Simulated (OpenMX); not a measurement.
Runs of OpenMX 3.8.5 on BiTe. Symmetry: I4/mmm, No. 139, tetragonal system. Conventional cell: a = 4.758 Å, b = 4.758 Å, c = 6.470 Å, α = 90.00°, β = 90.00°, γ = 90.00°. Bi (site symmetry 4/mmm) is surrounded by 6 Te at 3.23 to 3.36 Å. Te (site symmetry 4/mmm) is surrounded by 6 Bi at 3.23 to 3.36 Å. 

| cell | pressure (GPa) |
| --- | --- |
| I4/mmm, 36.62 Å³/atom | (a) |
| I4/mmm, 32.51 Å³/atom | 4.7 |
| I4/mmm, 31.2 Å³/atom | 7.7 |
| Fm-3m, 33.86 Å³/atom | (b) |
| I4/mmm, 35.22 Å³/atom | 0.4 |

Alike in all rows: task band structure; level PBE; potentials or basis OpenMX 2013 PBE set, Bi8.0-s3p2d2f1, Te7.0-s3p2d2f1, grid cutoff 500 Ry; no spin polarisation; k mesh 5 × 5 × 5; smearing fermi-dirac 0.05 eV.

Problem. Fill in the values left out.

Solution. (a) -1.1; (b) 2.4.

Caveats: the basis has few d functions beyond the semicore shells, which can make volumes several per cent too large; the basis of atomic orbitals isn't converged, which shifts pressures, moduli and gaps.
